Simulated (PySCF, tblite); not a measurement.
# C₆H₁₁N₃Si: geometry, infrared bands and NMR shifts

Aim: predict the infrared bands and NMR shifts of C₆H₁₁N₃Si (`C=Cc1ncnn1[SiH](C)C`).

Programs: tblite 0.8.0 and PySCF 2.14.0, with density-fitted response routines of our own. Each step states its level of theory. These are calculated values for one molecule in the gas phase, unless marked as measured. Atoms are numbered from 0 throughout.

### 1 The molecule as given

21 atoms, charge 0, multiplicity 1; geometry from: force field or distance geometry start.

Bonds of the start (Å): C0–C1 1.35, C1–C2 1.40, C2–N3 1.33, N3–C4 1.35, C4–N5 1.33, N5–N6 1.35, N6–Si7 1.77, Si7–C8 1.85, Si7–C9 1.87, N6–C2 1.39, C0–H10 1.08, C0–H11 1.08, C1–H12 1.10, C4–H13 1.09, Si7–H14 1.48, C8–H15 1.11, C8–H16 1.10, C8–H17 1.10, C9–H18 1.09, C9–H19 1.09, C9–H20 1.09.

### 2 Optimising the geometry with GFN2-xTB

Job settings and geometry (Å):

```
{"job": {"kind": "relax", "xc": "GFN2-xTB", "basis": "xTB"}, "charge": 0, "multiplicity": 1}
C      3.407100     0.138700     0.996500
C      2.072400    -0.020700     0.838100
C      1.498300     0.052000    -0.441300
N      2.085500     0.271000    -1.616500
C      1.071000     0.254600    -2.506700
N     -0.146900     0.059000    -2.007000
N      0.132100    -0.072500    -0.689600
Si    -1.185400    -0.329800     0.468800
C     -1.847100     1.298800     1.052800
C     -2.549800    -1.365900    -0.281100
H      3.857400     0.078400     1.975400
H      4.047400     0.337900     0.152500
H      1.478600    -0.222400     1.743500
H      1.226900     0.399900    -3.579000
H     -0.685300    -1.063000     1.658300
H     -2.658300     1.160700     1.792800
H     -1.064100     1.896300     1.533400
H     -2.254400     1.880600     0.217700
H     -3.340700    -1.549800     0.449000
H     -2.988800    -0.860600    -1.141800
H     -2.164800    -2.326600    -0.616200
```

On the command line:

```
OMP_NUM_THREADS=1 python probes_run.py task.json out
```

The driver reads the jobs from task.json and runs them one after another.

**Question.** This job is followed by: GFN2-xTB harmonic vibrations, gas phase; GIAO PBE0/pcSseg-1 NMR shielding, non-relativistic, gas phase. Predict these results of the whole session: strongest single infrared mode (GFN2-xTB); zero-point energy (GFN2-xTB); ¹³C shifts against TMS (PBE0/pcSseg-1, means over atoms taken as alike); ¹H shifts against TMS (PBE0/pcSseg-1, means over atoms taken as alike); ¹⁵N shifts against NH3 (PBE0/pcSseg-1); ²⁹Si shifts against TMS (PBE0/pcSseg-1).

The runs gave:

```
                                                               quantity                                   value
                              strongest single infrared mode (GFN2-xTB)                   2195 cm⁻¹, 297 km/mol
                                           zero-point energy (GFN2-xTB)                          101.5 kcal/mol
¹³C shifts against TMS (PBE0/pcSseg-1, means over atoms taken as alike)    164.9, 158.0, 129.7, 128.8, -1.3 ppm
 ¹H shifts against TMS (PBE0/pcSseg-1, means over atoms taken as alike)  7.99, 7.22, 6.83, 5.92, 5.53, 0.56 ppm
                                 ¹⁵N shifts against NH3 (PBE0/pcSseg-1)                 338.5, 287.5, 237.1 ppm
                                ²⁹Si shifts against TMS (PBE0/pcSseg-1)                                -7.0 ppm
```

Over 166 steps the energy fell by 0.294 eV; of the close pairs, Si7–C8 changed most, 1.852 to 1.900 Å. No mode is imaginary among the 57: a minimum at this level. The strongest single mode, at 2195 cm⁻¹, moves mainly H14. GFN2-xTB is a fitted tight-binding method: band positions and strengths are rough. Its intensities can rank the bands wrongly. NICS(1)zz of -30 ppm above the planar ring from C2 marks a diatropic (aromatic) ring current.
